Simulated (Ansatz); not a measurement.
# Si₃GeH₁₀: basis-set convergence

Aim: see how fast density functionals converge with the basis set for Si₃GeH₁₀.

Computed with Ansatz 0.2.0, Gaussian basis. Level: one geometry, several basis sets.

Levels to be run: PBE0-D4/def2-SVP; ωB97M-V/def2-SVP; PBE0-D4/def2-QZVPP; ωB97M-V/def2-QZVPP; the functionals' def2-TZVPP values are taken from earlier runs.

## (1) The relaxed structure

All runs share one geometry, relaxed beforehand with PBE0-D4 in a triple-zeta def2 set.

SMILES `[SiH3][GeH]([SiH3])[SiH3]`, 14 atoms, charge 0, spin multiplicity 1.

Atoms are counted from 1 here; the program's logs count them from 0.

Bond lengths: Si1–Ge2 2.379 Å, Si1–H5 1.487 Å, Si1–H6 1.487 Å, Si1–H7 1.487 Å, Ge2–Si3 2.379 Å, Ge2–Si4 2.379 Å, Ge2–H8 1.543 Å, Si3–H9 1.487 Å, Si3–H10 1.487 Å, Si3–H11 1.487 Å, Si4–H12 1.487 Å, Si4–H13 1.487 Å, Si4–H14 1.487 Å. Angles: Ge2–Si1–H5 110.7°, Ge2–Si1–H6 110.6°, Ge2–Si1–H7 109.2°, H5–Si1–H6 108.9°, H5–Si1–H7 108.7°, H6–Si1–H7 108.7°, Si1–Ge2–Si3 110.0°, Si1–Ge2–Si4 109.9°, Si1–Ge2–H8 109.0°, Si3–Ge2–Si4 110.0°, Si3–Ge2–H8 109.0°, Si4–Ge2–H8 109.0°, Ge2–Si3–H9 109.2°, Ge2–Si3–H10 110.6°, Ge2–Si3–H11 110.7°, H9–Si3–H10 108.7°, H9–Si3–H11 108.7°, H10–Si3–H11 108.9° and more.

## (2) PBE0-D4 in def2-SVP

in.yaml reads:

```yaml
crystal:
  periodic: [false, false, false]
  atoms:
    - {symbol: Si, position_ang: [-1.530635, 1.529293, -0.618434]}
    - {symbol: Ge, position_ang: [-0.371656, -0.212089, 0.513890]}
    - {symbol: Si, position_ang: [1.703817, 0.600410, 1.344520]}
    - {symbol: Si, position_ang: [0.003777, -2.034211, -0.968218]}
    - {symbol: H, position_ang: [-2.833025, 1.038757, -1.142381]}
    - {symbol: H, position_ang: [-1.780654, 2.673909, 0.297385]}
    - {symbol: H, position_ang: [-0.704317, 2.003195, -1.760597]}
    - {symbol: H, position_ang: [-1.230811, -0.698355, 1.699682]}
    - {symbol: H, position_ang: [2.535166, 1.070843, 0.204575]}
    - {symbol: H, position_ang: [1.486112, 1.737478, 2.277810]}
    - {symbol: H, position_ang: [2.439855, -0.475470, 2.060107]}
    - {symbol: H, position_ang: [0.733869, -3.129915, -0.276981]}
    - {symbol: H, position_ang: [0.821726, -1.567564, -2.119370]}
    - {symbol: H, position_ang: [-1.286223, -2.565382, -1.483089]}
basis:
  gaussian: {orbitals: def2-SVP}
hamiltonian: {xc: pbe0, dispersion: d4}
output: {orbitals: {seedname: orbitals}}
```

Run with:

```bash
$ ansatz run in.yaml --threads 4 --pin off --events-out ev --progress --plain --max-ram 11315MiB
```

After this run come: ωB97M-V in def2-SVP; PBE0-D4 in def2-QZVPP; ωB97M-V in def2-QZVPP.

Before running them: what should the planned runs give, taken together? Wanted: PBE0-D4: double and triple zeta above quadruple; ωB97M-V: double and triple zeta above quadruple.

As calculated:

```
                                       quantity           value
PBE0-D4: double and triple zeta above quadruple  17.47, 2.01 eV
ωB97M-V: double and triple zeta above quadruple  17.50, 1.93 eV
```

In words: PBE0-D4 gains 15.45 eV from double to triple zeta, then 2.01 eV more. These are total energies; as a rule much of such shifts cancels in differences, which this series doesn't test. The LUMO of ωB97M-V is positive and keeps falling with the basis (1.90 to 1.10 eV): an unbound level that the basis holds in place.
